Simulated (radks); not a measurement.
# Dipole-allowed lines with 12 electrons: Se²²⁺, Br²³⁺, Kr²⁴⁺, Rb²⁵⁺

Aim: excitation energies and oscillator strengths as poles of the dipole polarisability below minus the highest eigenvalue. Time-dependent linear response with the Hartree and adiabatic LDA kernel follows each ground state; no spin-orbit coupling. Its values go to the run's result record, not to the log.

The numbers are computed with radks (a radial shooting solver on a logarithmic mesh, Libxc functionals) version 1 (scalar-relativistic Kohn-Sham, LDA (Slater exchange, Perdew-Wang correlation), spin-unpolarised, spherical densities, finite nucleus), except any that are marked as measured or tabulated.

### Step 1. The atom as given

```
species : Se²²⁺ ([Ne] 3s2), Br²³⁺ ([Ne] 3s2), Kr²⁴⁺ ([Ne] 3s2), Rb²⁵⁺ ([Ne] 3s2)
```

### Step 2. Se²²⁺, [Ne] 3s2

Settings of this run:

```text
Z 34
configuration [Ne] 3s2 3p0 4s0 3d0 4f0
relativity scalar-relativistic
functional lda,pw
spin unpolarised
nucleus finite rms 4.14 fm
c 137.035999084
response adiabatic LDA kernel, real frequencies
```

Command:

```sh
> python run_ks.py task.json out
```

All runs below come from this command, one after another.

### Step 3. Br²³⁺, [Ne] 3s2

Settings of this run:

```text
Z 35
configuration [Ne] 3s2 3p0 4s0 3d0 4f0
relativity scalar-relativistic
functional lda,pw
spin unpolarised
nucleus finite rms 4.1629 fm
c 137.035999084
response adiabatic LDA kernel, real frequencies
```

### Step 4. Kr²⁴⁺, [Ne] 3s2

Settings of this run:

```text
Z 36
configuration [Ne] 3s2 3p0 4s0 3d0 4f0
relativity scalar-relativistic
functional lda,pw
spin unpolarised
nucleus finite rms 4.1884 fm
c 137.035999084
response adiabatic LDA kernel, real frequencies
```

### Step 5. Rb²⁵⁺, [Ne] 3s2

Settings of this run:

```text
Z 37
configuration [Ne] 3s2 3p0 4s0 3d0 4f0
relativity scalar-relativistic
functional lda,pw
spin unpolarised
nucleus finite rms 4.2036 fm
c 137.035999084
response adiabatic LDA kernel, real frequencies
```

Q: Predict the outcome of this session. Wanted: for each run, species; −ε(HOMO); lowest orbital gap; first line; f; strongest line; its f; static α.

As calculated:

```
species  −ε(HOMO) (eV)  lowest orbital gap (eV)  first line (eV)      f  strongest line (eV)  its f  static α (bohr³)  measured (eV)
  Se²²⁺         968.34             3s-3p 57.294           70.111  0.606               70.111  0.606           0.09521              -
  Br²³⁺         1048.6             3s-3p 60.516           73.855  0.594               73.855  0.594           0.08409              -
  Kr²⁴⁺         1132.2             3s-3p 63.864           77.731  0.584               77.731  0.584           0.07453              -
  Rb²⁵⁺         1219.0             3s-3p 67.346           81.745  0.575               81.745  0.575           0.06628              -
```

In words: In Se²²⁺ the response moves the first line 12.817 eV above the bare orbital gap, and the lines found carry 98 % of the static polarisability. Very weak lines can be missed, and lines above minus the highest eigenvalue dissolve into this model's continuum.
